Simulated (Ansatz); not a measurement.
# CHFSSi: the cost of one run

Method: RKS PBE-D4/cc-pVDZ, in Ansatz 0.2.0.

### 1 Starting point

Bond lengths: F1–Si2 1.597 Å, Si2–C3 1.785 Å, Si2–S4 2.075 Å, C3–S4 2.071 Å, C3–H5 1.092 Å. Angles: F1–Si2–C3 165.1°, F1–Si2–S4 128.4°, C3–Si2–S4 64.4°, Si2–C3–S4 64.6°, Si2–C3–H5 116.1°, S4–C3–H5 107.9°, Si2–S4–C3 51.0°.

Structure file:

```xyz
5

F    -0.4259   -1.8170    1.4101
Si   -0.0933   -0.5382    0.5140
C     0.4986    1.0289   -0.1037
S    -1.2605    0.3461   -0.9563
H     1.2811    0.9802   -0.8640
```

### 2 End point A

The input, input.yaml:

```yaml
crystal:
  periodic: [false, false, false]
  atoms:
    - { symbol: F, position_ang: [-0.42591, -1.81701, 1.41014] }
    - { symbol: Si, position_ang: [-0.09328, -0.53818, 0.51396] }
    - { symbol: C, position_ang: [0.4986, 1.02888, -0.10375] }
    - { symbol: S, position_ang: [-1.26053, 0.34606, -0.95633] }
    - { symbol: H, position_ang: [1.28113, 0.98025, -0.86401] }
basis:
  gaussian: { orbitals: cc-pVDZ }
hamiltonian:
  xc: pbe
  dispersion: d4
relax:
  f_tol: 0.02
  max_steps: 50
```

On the command line:

```console
ansatz run input.yaml --threads 1 --pin off --max-ram 2048MiB --backend cpu --events-out ev --progress --plain --runs-dir out
```

What time and memory should one allow on 1 thread of Arm Neoverse V1, shared host?

About 25 s, with a peak of 0.16 GiB.
